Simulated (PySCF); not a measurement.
# FeOBr: sextet, from a PBE minimum start

Aim: relax FeOBr as a sextet from a PBE minimum start, check by its vibrations whether the end is a minimum, and collect its spectrum and constants.

The runs use PySCF 2.14.0; PBE, basis Fe def2-SVP, O def2-SVP, Br def2-SVP, no relativity, density fitting.

### 1 The system as given

3 atoms, charge 0, spin multiplicity 6.

Bond lengths: Fe1–O2 1.638 Å, Fe1–Br3 2.303 Å. Angles: O2–Fe1–Br3 153.6°.

```xyz
3
charge 0 multiplicity 6
Fe   -0.0016    0.2140   -1.0281
O     0.0023   -0.3132   -2.5788
Br    0.0006   -0.0897    1.2550
```

### 2 First SCF at the start

One driver script runs all steps and calls PySCF; scf.py shows how it sets up the SCF of each step. The optimiser is the driver's own. After this first run the driver tries any further starts and a stability analysis.

File scf.py:

```python
from pyscf import gto, scf, dft
mol = gto.M(atom='''
Fe    -0.001551     0.213950    -1.028080
O      0.002270    -0.313160    -2.578814
Br     0.000650    -0.089735     1.255029''',
    basis={'Fe': 'def2-SVP', 'O': 'def2-SVP', 'Br': 'def2-SVP'},
    charge=0, spin=5)
mf = dft.UKS(mol, xc='PBE')
mf.grids.atom_grid = (50, 194)
aux = {'Fe': 'def2-universal-JKFIT', 'O': 'def2-universal-JKFIT', 'Br': 'def2-universal-JKFIT'}
mf = mf.density_fit(auxbasis=aux)
mf.conv_tol = 1e-08
mf.diis_space = 10
mf.max_cycle = 60
mf.init_guess = 'minao'
mf.verbose = 4
mf.kernel()
```

The run is started by

```bash
$ OMP_NUM_THREADS=2 python axn.py task.json out
```

The runs that follow: Relaxing the sextet from the PBE minimum start; Frequencies.

Q: Predict the outcome of this session. Wanted: minimum; geometry; wavenumbers; dipole moment; highest occupied, lowest empty level; polar-tensor charge of Fe1; zero-point energy; atomisation energy; ⟨S²⟩.

**Answer**, as computed:

| quantity | value |
| --- | --- |
| minimum | sextet, Cs |
| geometry | Fe–Br 2.303 Å, Fe–O 1.638 Å; Br–Fe–O 153.7° |
| wavenumbers (cm⁻¹) | 99 (a'), 297 (a'), 890 (a') |
| dipole moment | 1.69 D |
| highest occupied, lowest empty level (either spin) | -6.20, -5.75 eV |
| polar-tensor charge of Fe1 | +0.96 e |
| zero-point energy | 7.7 kJ/mol |
| entropy at 298.15 K | 309.5 J/(mol K) |
| atomisation energy (no zero-point energy) | 894 kJ/mol |
| ⟨S²⟩ | 8.759 |

The molecule stays Cs, as typed, and the end point is a minimum. In the infrared the band at 890 cm⁻¹ (a', stretch) leads. Most of the spin sits on Fe1 (Mulliken spin 3.96, against 5 for the whole molecule). Other starts or spin states, not run here, may lie lower. One determinant may miss the lowest occupation of an open d or f shell.
